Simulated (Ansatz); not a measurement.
# AlH₃Se: ionisation energy by level of theory

An exercise on one series of results from a longer session: the logs are not shown, and one member is left open.

Method: unrestricted cation, the program's frozen cores in correlated methods; program: Ansatz 0.2.0, Gaussian basis.

The runs, in order: UKS PBE-D4/def2-TZVPP; UKS r2SCAN-D4/def2-TZVPP; UKS PBE0-D4/def2-TZVPP; UKS B3LYP-D4/def2-TZVPP; UKS wB97X-V/def2-TZVPP; UKS wB97M-V/def2-TZVPP; UKS B2PLYP/def2-TZVPP; UHF-CCSD(T)/def2-TZVPP; UHF-CCSD(T)/def2-QZVPP; extrapolation to the limit; then −ε(HOMO) from the neutral's earlier runs with LDA (SPW92), PBE-D4, revPBE-D4, BLYP-D4, r2SCAN-D4, B97M-V, PBE0-D4, B3LYP-D4, r2SCANh-D4, r2SCAN0-D4, HSE06-D4, BHLYP-D4, CAM-B3LYP-D4, LC-ωPBE, ωB97X-V, ωB97M-V.

## The relaxed structure

The geometry comes from an earlier relaxation with PBE0-D4 in a triple-zeta def2 set; it is a stationary point.

SMILES `[AlH2][SeH]`, 5 atoms, charge 0, spin multiplicity 1.

Atoms are counted from 1 here; the program's logs count them from 0.

Bond lengths: Al1–Se2 2.314 Å, Al1–H3 1.579 Å, Al1–H4 1.580 Å, Se2–H5 1.469 Å. Angles: Se2–Al1–H3 116.3°, Se2–Al1–H4 119.2°, H3–Al1–H4 124.5°, Al1–Se2–H5 92.2°.

The first run:

in.yaml

```yaml
crystal:
  periodic: [false, false, false]
  atoms:
    - {symbol: Al, position_ang: [-0.435238, -0.530732, 0.166825]}
    - {symbol: Se, position_ang: [0.870291, 1.346572, 0.522905]}
    - {symbol: H, position_ang: [-1.236754, -1.072666, 1.415089]}
    - {symbol: H, position_ang: [-0.474100, -1.180966, -1.272771]}
    - {symbol: H, position_ang: [1.325602, 1.364093, -0.873549]}
basis:
  gaussian: {orbitals: def2-TZVPP}
total_charge: 1
magnetization: {spin_polarized: true, initial_magnetization: 1}
hamiltonian: {xc: pbe, dispersion: d4}
```

The run is started by

```bash
> ansatz run in.yaml --threads 2 --pin off --events-out ev --progress --plain --max-ram 32768MiB --backend cpu
```

Steps of the session up to this table: Cation, UKS PBE-D4/def2-TZVPP; Cation, UKS r2SCAN-D4/def2-TZVPP; Cation, UKS PBE0-D4/def2-TZVPP; Cation, UKS B3LYP-D4/def2-TZVPP; Cation, UKS wB97X-V/def2-TZVPP; Cation, UKS wB97M-V/def2-TZVPP; Cation, UKS B2PLYP (frozen core)/def2-TZVPP; Cation, UHF-CCSD(T)/def2-TZVPP; Cation, UHF-CCSD(T)/def2-QZVPP.

One table of the session follows, with a row left open; its other results are not shown here.

It belongs to the step «Ionisation energies side by side». Orbital estimates, from the neutral's runs:

| functional | −ε(HOMO) (eV) |
| --- | --- |
| LDA (SPW92) | 6.51 |
| PBE-D4 | 6.37 |
| revPBE-D4 | 6.32 |
| BLYP-D4 | 6.18 |
| r2SCAN-D4 | 6.64 |
| B97M-V | 6.68 |
| PBE0-D4 | 7.45 |
| B3LYP-D4 | 7.20 |
| r2SCANh-D4 | 7.03 |
| r2SCAN0-D4 | ? |
| HSE06-D4 | 7.05 |
| BHLYP-D4 | 8.35 |
| CAM-B3LYP-D4 | 8.68 |
| LC-ωPBE | 10.04 |
| ωB97X-V | 9.70 |
| ωB97M-V | 9.56 |

**Question.** Estimate the row for r2SCAN0-D4.

Worked estimate for «−ε(HOMO) (eV)». Against the share of exact exchange, r2SCAN-D4 (0, 6.64), r2SCANh-D4 (0.1, 7.03) give a slope of 3.90 per unit share; at 0.25 the line stands at 7.61.

As computed: −ε(HOMO) (eV): 7.63. In «−ε(HOMO) (eV)» the line misses by -0.02.
